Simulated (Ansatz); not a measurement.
# TiWSe3: what a guessed cell relaxes into

Aim: relax a trial structure of TiWSe3 and see where it ends.

Method: DFT PBE, scalar-relativistic, plane waves, PAW, in Ansatz 0.2.0.

## (1) The structure to begin with

Symmetry: Pm-3m, No. 221, cubic system. Conventional cell: a = 4.933 Å, b = 4.933 Å, c = 4.933 Å, α = 90.00°, β = 90.00°, γ = 90.00°. Ti (site symmetry m-3m) is surrounded by 12 Se at 3.49 Å. Around W (site symmetry m-3m) lie 6 Se at 2.47 Å. Se (site symmetry 4/mmm) has 2 W at 2.47 Å and 4 Ti at 3.49 Å in its first shell of neighbours.

Structure file:

```xyz
5
Lattice="4.9332 0.0000 0.0000 0.0000 4.9332 0.0000 0.0000 0.0000 4.9332" Properties=species:S:1:pos:R:3 pbc="T T T"
Ti    0.0000    0.0000    0.0000
W     2.4666    2.4666    2.4666
Se    2.4666    2.4666    0.0000
Se    0.0000    2.4666    2.4666
Se    2.4666    0.0000    2.4666
```

Recipe of the guess: species swapped into a database cell of Ce3InC (Pm-3m, No. 221), with Se on the Ce sites, Ti on the In sites and W on the C sites. The dimensions are guesses.

## (2) Probe: one point on a coarse mesh

Contents of input.yaml:

```yaml
crystal:
  lattice:
    - [4.9331912, 0.0, 0.0]
    - [0.0, 4.9331912, 0.0]
    - [0.0, 0.0, 4.9331912]
  atoms:
    - { symbol: Ti, position: [0.0, 0.0, 0.0], spin: 1.0 }
    - { symbol: W, position: [0.5, 0.5, 0.5] }
    - { symbol: Se, position: [0.5, 0.5, 0.0] }
    - { symbol: Se, position: [0.0, 0.5, 0.5] }
    - { symbol: Se, position: [0.5, 0.0, 0.5] }
basis:
  ecutwfc: 420
kpoints:
  mp_grid: { grid: [4, 4, 4] }
hamiltonian:
  xc: pbe
scf:
  occupations: { method: gaussian, width: 0.1 }
  lower_state_search: "off"
output:
  forces: true
  stress: true
  eigenvalues: true
  populations: true
magnetization:
  spin_polarized: true
```

The run is started by

```console
> ansatz run input.yaml --threads 1 --pin off --max-ram 2560MiB --backend cpu --events-out ev --progress --plain --runs-dir out
```

The log of the run, cut to the lines that bear on the results:

```text
[...]
SCF converged after 27 iterations
Magnetization: 3.5804 μB (38.7902 up, 35.2098 down)
Absolute magnetization: 3.9151 μB (∫|ρ↑−ρ↓|, with the PAW one-centre terms)
Spin contamination: 0.1078 ħ² per cell (⟨S²⟩ above its minimum at these occupations)
Per-site moments (μB) at R_I (Å): [(2.1553476701187066, 1.4389208420440434), (0.827891170335656, 1.0174706850000002), (-0.04444957832848829, 1.0174706850000002), (-0.04444957832848811, 1.0174706850000002), (-0.04444957832848794, 1.0174706850000002)]
Free energy (F): -29289.394505 eV
[...]
E sigma→0 (E₀):  -29289.377732 eV
Entropy (-TS):   -0.033547 eV (-6.709 meV/atom)
Fermi energy:    10.304793 eV
[...]
--- Forces (eV/Å), atoms counted from 1 ---
  atom   1  Ti    -0.00000000    -0.00000000     0.00000000
  atom   2  W      0.00000000     0.00000000     0.00000000
  atom   3  Se     0.00000000    -0.00000000     0.00000000
  atom   4  Se    -0.00000000     0.00000000     0.00000000
  atom   5  Se    -0.00000000     0.00000000    -0.00000000
[...]
--- Stress (GPa, compression-positive) ---
        0.492576       0.000000      -0.000000
        0.000000       0.492576       0.000000
        0.000000       0.000000       0.492576
  P = ⅓ Tr σ = 0.4926 GPa (4.926 kbar)
--- Band table (eV; the first three rows and the last of 20) ---
[...]
--- Löwdin populations: 5 sites ---
  site symbol       q [e]    m [muB]
     0     Ti     11.2163     2.5191
     1      W     13.5450     1.2103
     2     Se     16.3330    -0.0713
     3     Se     16.3330    -0.0713
     4     Se     16.3330    -0.0713
  spilling = 0.003240 (of n_electrons = 74.000000)
```

Run time: 15 s. Hardware: 1 thread of Arm Neoverse V2, shared host; peak memory 0.44 GiB.

Site by site:

```csv
atom,moment in the atom's sphere (μB),Löwdin electrons
Ti1,2.16,11.22
W2,0.83,13.54
Se3,-0.04,16.33
Se4,-0.04,16.33
Se5,-0.04,16.33
```

The Löwdin counts miss 0.24 of the 74 electrons, which the atomic orbitals do not span, so they are no charges.

From the probe: pressure 0.5 GPa, largest force 0.00 eV/Å, gap on this mesh none (metal). The coarse relaxation is skipped.

## (3) Full relaxation

Contents of input.yaml:

```yaml
crystal:
  lattice:
    - [4.9331912, 0.0, 0.0]
    - [0.0, 4.9331912, 0.0]
    - [0.0, 0.0, 4.9331912]
  atoms:
    - { symbol: Ti, position: [0.0, 0.0, 0.0], spin: 2.37 }
    - { symbol: W, position: [0.5, 0.5, 0.5], spin: 0.91 }
    - { symbol: Se, position: [0.5, 0.5, 0.0] }
    - { symbol: Se, position: [0.0, 0.5, 0.5] }
    - { symbol: Se, position: [0.5, 0.0, 0.5] }
basis:
  ecutwfc: 420
kpoints:
  mp_grid: { grid: [8, 8, 8] }
hamiltonian:
  xc: pbe
scf:
  occupations: { method: gaussian, width: 0.1 }
output:
  forces: true
  stress: true
  eigenvalues: true
  populations: true
magnetization:
  spin_polarized: true
relax:
  adjacent_minimum: "off"
  f_tol: 0.01
  max_steps: 80
  cell: { stress_tol: 0.05 }
```

The run is started by

```console
> ansatz run input.yaml --threads 1 --pin off --max-ram 2560MiB --backend cpu --events-out ev --progress --plain --runs-dir out
```

The log of the run, cut to the lines that bear on the results:

```text
Warning: where an SCF of this run starts from atoms to list the orders of its open shells, Ti (site 0, from 0) starts with 2.00 μB on its 3d shell, in the place of the 2.37 μB that the deck gives it: its open shells can hold no more by Hund's first rule. To start from spheres of the given [...]
Warning: RAYON_NUM_THREADS=1 ignored (pool sized by the plan → 1); use --threads N
[...]
Pseudopotentials: kind: paw
Pseudopotential: Ti, paw, valence charge 12, recommended cutoff 420 eV (normal), Ti.paw.azcp
Pseudopotential: W, paw, valence charge 14, recommended cutoff 420 eV (normal), W.paw.azcp
Pseudopotential: Se, paw, valence charge 16, recommended cutoff 420 eV (normal), Se.paw.azcp
Functional definition: PBE
[...]
Crystal: 5 atoms, lattice volume = 120.056 Å³
Basis set: ecut = 420 eV, 2325 PW (Γ), exchange–correlation on 72×72×72 points (8 copies of the dense FFT grid, shifted against one another)
Bands: 47, of which v1, the nominal top of the filled ones, is band 37 counted from 1 (36 counted from 0)
Symmetry: 48 space group operations
[...]
  atom   5  Se     0.00000000     0.00000000     0.00000000
[...]
--- Stress (GPa, compression-positive) ---
       -0.001338      -0.000000       0.000000
       -0.000000      -0.001338       0.000000
        0.000000       0.000000      -0.001338
  P = ⅓ Tr σ = -0.0013 GPa (-0.013 kbar)
--- Band table (eV; the first three rows and the last of 70) ---
[...]
--- Relaxed structure (1 steps of the walk, 1 accepted, 1 SCFs on fresh bases) ---
  F+E_penalty+E_count = -29289.51382448 eV   max|allowed force component| = 3.045e-29 eV/Å   (the final SCF, on the basis selected at the relaxed cell)
  cell:  # Å, volume = 120.0560 Å³
    - [4.9331912, 0.0, 0.0]
    - [0.0, 4.9331912, 0.0]
    - [0.0, 0.0, 4.9331912]
  atoms:
    - { symbol: Ti, position: [0.0, 0.0, 0.0] }
    - { symbol: W, position: [0.5, 0.5, 0.5] }
    - { symbol: Se, position: [0.5, 0.5, 0.0] }
    - { symbol: Se, position: [0.0, 0.5, 0.5] }
    - { symbol: Se, position: [0.5, 0.0, 0.5] }
--- Löwdin populations: 5 sites ---
  site symbol       q [e]    m [muB]
     0     Ti     11.2108     2.4709
     1      W     13.5904     0.7587
     2     Se     16.3202    -0.1054
     3     Se     16.3202    -0.1054
     4     Se     16.3202    -0.1054
  spilling = 0.003218 (of n_electrons = 74.000000)
```

Wall time 58 s (1 thread of Arm Neoverse V2, shared host); peak memory 0.62 GiB.

Step by step:

```
step  E - E(step 1) (eV/cell)  largest force component (eV/Å)  pressure (GPa)  volume (Å³)
   1                   0.0000                          0.0000            0.00       120.06
   2                   0.0000                          0.0000            0.00       120.06
```

Step 1 is the start. Step 2 repeats the geometry before it on a plane-wave basis chosen anew for that cell, so its energy need not be comparable with the rows above.

|  | before | after | change |
| --- | --- | --- | --- |
| a (Å) | 4.933 | 4.933 | 0.0 % |
| b (Å) | 4.933 | 4.933 | 0.0 % |
| c (Å) | 4.933 | 4.933 | 0.0 % |
| volume (Å³/atom) | 24.01 | 24.01 | 0.0 % |
| shortest distance (Å) | 2.467 | 2.467 | 0.0 % |
| space group (0.01 Å) | Pm-3m | Pm-3m | same |

Forces and stress were held to the start's 48 operations: a distortion of lower symmetry was not tested.

Per atom:

| atom | moment in the atom's sphere (μB) | Löwdin electrons |
| --- | --- | --- |
| Ti1 | 2.12 | 11.21 |
| W2 | 0.52 | 13.59 |
| Se3 | -0.06 | 16.32 |
| Se4 | -0.06 | 16.32 |
| Se5 | -0.06 | 16.32 |

The Löwdin counts miss 0.24 of the 74 electrons, which the atomic orbitals do not span, so they are no charges.

## (4) A further run, with the input changed

Edit input.yaml of step 3 so:

```diff
@@ -14,3 +14,3 @@
 kpoints:
-  mp_grid: { grid: [8, 8, 8] }
+  mp_grid: { grid: [1, 1, 1] }
 hamiltonian:
@@ -19,7 +19,7 @@
   occupations: { method: gaussian, width: 0.1 }
+  max_iter: 50
 output:
   forces: true
+  eigenvalues: true
   stress: true
-  eigenvalues: true
-  populations: true
 magnetization:
```

The run is started by

```console
> ansatz run input.yaml --threads 1 --pin off --max-ram 2560MiB --backend cpu --events-out ev --progress --plain --runs-dir out
```

The log of the run, cut to the lines that bear on the results:

```text
Warning: where an SCF of this run starts from atoms to list the orders of its open shells, Ti (site 0, from 0) starts with 2.00 μB on its 3d shell, in the place of the 2.37 μB that the deck gives it: its open shells can hold no more by Hund's first rule. To start from spheres of the given [...]
Warning: RAYON_NUM_THREADS=1 ignored (pool sized by the plan → 1); use --threads N
[...]
Pseudopotentials: kind: paw
Pseudopotential: Ti, paw, valence charge 12, recommended cutoff 420 eV (normal), Ti.paw.azcp
Pseudopotential: W, paw, valence charge 14, recommended cutoff 420 eV (normal), W.paw.azcp
Pseudopotential: Se, paw, valence charge 16, recommended cutoff 420 eV (normal), Se.paw.azcp
Functional definition: PBE
[...]
Crystal: 5 atoms, lattice volume = 120.056 Å³
Basis set: ecut = 420 eV, 2325 PW (Γ), exchange–correlation on 72×72×72 points (8 copies of the dense FFT grid, shifted against one another)
Bands: 47, of which v1, the nominal top of the filled ones, is band 37 counted from 1 (36 counted from 0)
Symmetry: 48 space group operations
[...]
  atom   3  Se    -0.00000000    -0.00000000     0.00000000
  atom   4  Se     0.00000000     0.00000000     0.00000000
  atom   5  Se    -0.00000000    -0.00000000    -0.00000000
[...]
--- Stress (GPa, compression-positive) ---
        0.005598      -0.000000      -0.000000
       -0.000000       0.005598       0.000000
       -0.000000       0.000000       0.005598
  P = ⅓ Tr σ = 0.0056 GPa (0.056 kbar)
--- Band table (eV) ---
[...]
--- Relaxed structure (5 steps of the walk, 5 accepted, 2 SCFs on fresh bases) ---
  F+E_penalty+E_count = -29276.07422884 eV   max|allowed force component| = 6.008e-30 eV/Å   (the final SCF, on the basis selected at the relaxed cell)
  cell:  # Å, volume = 147.9500 Å³
    - [5.288976476239083, 4.64148656252767e-34, -2.680252505938903e-33]
    - [5.604451534721287e-34, 5.288976476239083, 3.209883240645393e-35]
    - [-2.1666711874356407e-33, 3.209883240645393e-35, 5.288976476239083]
  atoms:
    - { symbol: Ti, position: [-3.468075122036492e-34, 1.582451608635361e-35, 1.675477193076498e-35] }
    - { symbol: W, position: [0.5, 0.5, 0.5] }
    - { symbol: Se, position: [0.5, 0.5, -7.645381366195612e-36] }
    - { symbol: Se, position: [7.450180139707909e-35, 0.5, 0.5] }
    - { symbol: Se, position: [0.5, -3.365187808819287e-36, 0.5] }
```

Wall time 16 s (1 thread of Arm Neoverse V2, shared host); peak memory 0.37 GiB.

## (5) Can this result be trusted?

The program finished normally, with warnings (given moment on shells, seeded moment not kept). Its log warns: «where an SCF of this run starts from atoms to list the orders of its open shells, Ti (site 0, from 0) starts with 2.00 μB on its 3d shell ...»

Look at the input: kpoints.mp_grid.grid is [1, 1, 1]. Band dispersion is ignored when only one k-point is used.

The way back: set kpoints.mp_grid.grid to [8, 8, 8].

| run | ending | energy change | pressure (GPa) | gap (eV) | abs. moment (μB) | force (eV/Å) | cycles | time |
| --- | --- | --- | --- | --- | --- | --- | --- | --- |
| step 3 | converged | 0 | 0.0 | 0.00 | 3.45 | 0.00 | - | 58 s |
| altered | converged | +2.69 eV/atom | 0.0 | 0.00 | 6.73 | 0.00 | - | 16 s |

Changing the k-point mesh moves the energy by +2.69 eV/atom, and the absolute moment goes from 3.45 to 6.73 μB and the final volume goes from 120.06 to 147.95 Å³. The energy is not variational in the mesh, so the sign tells nothing. The moments differ too, so a change of magnetic state is mixed in. Cost: 16 s against 58 s.

## (6) What came out

| quantity | value |
| --- | --- |
| symmetry at the end (tolerance 0.05 Å) | space group Pm-3m (No. 221) |
| conventional cell | a = 4.933 Å, b = 4.933 Å, c = 4.933 Å, α = 90.00°, β = 90.00°, γ = 90.00° |
| volume | 24.01 Å³/atom |
| energy over the elements | +0.45 eV/atom |
| gap on the mesh | none (metal) |
| total moment | 2.96 μB/cell |

In words: The space group Pm-3m (No. 221) is kept, at nearly the size of the first guess. The formation energy is positive, so the separate elements lie lower. No finished test with a distortion of lower symmetry is shown, so the end may be a saddle point. Spin-orbit coupling is left out for W. Other magnetic orders were not searched.
